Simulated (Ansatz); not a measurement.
**C2H7ClGeO2: one species, many methods**

An exercise on one series of results from a longer session: the logs are not shown, and one member is left open.

The runs use Ansatz 0.2.0, Gaussian basis; functionals in def2-TZVPP, the program's frozen cores in correlated methods.

Levels to be run: PBE-D4, r2SCAN-D4, PBE0-D4, B3LYP-D4, ωB97X-V, ωB97M-V, B2PLYP; CCSD(T)/def2-TZVPP; MP2/def2-QZVPP; extrapolation to the limit.

## Structure used throughout

The geometry comes from an earlier relaxation with PBE0-D4 in a triple-zeta def2 set; it is a stationary point, not always the lowest conformer.

SMILES `C[O][Ge]([CH3])([OH])[Cl]`, 13 atoms, charge 0, spin multiplicity 1.

Atoms are counted from 1 here; the program's logs count them from 0.

Bond lengths: C1–O2 1.411 Å, C1–H7 1.097 Å, C1–H8 1.092 Å, C1–H9 1.095 Å, O2–Ge3 1.763 Å, Ge3–C4 1.924 Å, Ge3–O5 1.755 Å, Ge3–Cl6 2.163 Å, C4–H10 1.090 Å, C4–H11 1.090 Å, C4–H12 1.090 Å, O5–H13 0.961 Å. Angles: O2–C1–H7 112.0°, O2–C1–H8 107.6°, O2–C1–H9 111.9°, H7–C1–H8 108.1°, H7–C1–H9 108.6°, H8–C1–H9 108.6°, C1–O2–Ge3 121.3°, O2–Ge3–C4 115.7°, O2–Ge3–O5 105.4°, O2–Ge3–Cl6 106.4°, C4–Ge3–O5 109.3°, C4–Ge3–Cl6 110.0°, O5–Ge3–Cl6 109.9°, Ge3–C4–H10 109.2°, Ge3–C4–H11 109.2°, Ge3–C4–H12 110.0°, H10–C4–H11 109.6°, H10–C4–H12 109.2° and more.

Coordinates:

```mol
C2H7ClGeO2
  3D, bonds by distance, orders not assigned

 13 12  0  0  0  0  0  0  0  0999 V2000
    0.0930   -1.7784   -1.0901 C   0  0
    0.6585   -1.1339    0.0303 O   0  0
   -0.1003    0.2848    0.7517 Ge  0  0
    0.0237    1.9080   -0.2733 C   0  0
    0.7065    0.5099    2.2934 O   0  0
   -2.1763   -0.2314    1.0748 Cl  0  0
    0.0980   -1.1355   -1.9790 H   0  0
    0.6994   -2.6603   -1.3051 H   0  0
   -0.9359   -2.1010   -0.8989 H   0  0
   -0.4397    2.7205    0.2858 H   0  0
    1.0737    2.1400   -0.4518 H   0  0
   -0.4935    1.7873   -1.2247 H   0  0
    0.7927   -0.3100    2.7870 H   0  0
  1  2  8  0
  2  3  8  0
  3  4  8  0
  3  5  8  0
  3  6  8  0
  1  7  8  0
  1  8  8  0
  1  9  8  0
  4 10  8  0
  4 11  8  0
  4 12  8  0
  5 13  8  0
M  END
```

Set-up of the first run:

in.yaml reads:

```yaml
crystal:
  periodic: [false, false, false]
  atoms:
    - {symbol: C, position_ang: [0.093022, -1.778370, -1.090060]}
    - {symbol: O, position_ang: [0.658535, -1.133918, 0.030324]}
    - {symbol: Ge, position_ang: [-0.100281, 0.284829, 0.751657]}
    - {symbol: C, position_ang: [0.023713, 1.907954, -0.273317]}
    - {symbol: O, position_ang: [0.706474, 0.509926, 2.293418]}
    - {symbol: Cl, position_ang: [-2.176294, -0.231381, 1.074792]}
    - {symbol: H, position_ang: [0.098005, -1.135466, -1.978970]}
    - {symbol: H, position_ang: [0.699432, -2.660303, -1.305139]}
    - {symbol: H, position_ang: [-0.935912, -2.101025, -0.898880]}
    - {symbol: H, position_ang: [-0.439664, 2.720455, 0.285785]}
    - {symbol: H, position_ang: [1.073731, 2.140008, -0.451826]}
    - {symbol: H, position_ang: [-0.493481, 1.787273, -1.224749]}
    - {symbol: H, position_ang: [0.792710, -0.309992, 2.786964]}
basis:
  gaussian: {orbitals: def2-TZVPP}
hamiltonian: {xc: pbe, dispersion: d4}
output: {forces: true, orbitals: {seedname: orbitals}}
```

On the command line:

```bash
$ ansatz run in.yaml --threads 2 --pin off --events-out ev --progress --plain --max-ram 32768MiB --backend cuda --devices 0, --max-vram 18GiB
```

Steps of the session up to this table: PBE-D4 (GGA); r2SCAN-D4 (meta-GGA); PBE0-D4 (hybrid); B3LYP-D4 (hybrid); ωB97X-V (range-separated); ωB97M-V (range-separated); B2PLYP (double hybrid); CCSD(T) in def2-TZVPP; MP2 in def2-QZVPP.

One table of the session follows, with a row left open; its other results are not shown here.

It belongs to the step «Atomisation energies». 

```
            method  atomisation energy (kJ/mol)
            PBE-D4                       4883.0
         r2SCAN-D4                       4820.7
           PBE0-D4                       4791.9
          B3LYP-D4                       4776.1
           ωB97X-V                       4818.8
           ωB97M-V                       4807.1
            B2PLYP                       4745.6
     HF/def2-TZVPP                       3452.2
    MP2/def2-TZVPP                       4803.3
   CCSD/def2-TZVPP                       4631.3
CCSD(T)/def2-TZVPP                       4707.4
           MP2/CBS                            ?
       CCSD(T)/CBS                       4823.4
```

Q: Estimate the row for MP2/CBS from the others.

**Answer.** atomisation energy (kJ/mol): 4919.2. In the column «atomisation energy (kJ/mol)» it is the highest.
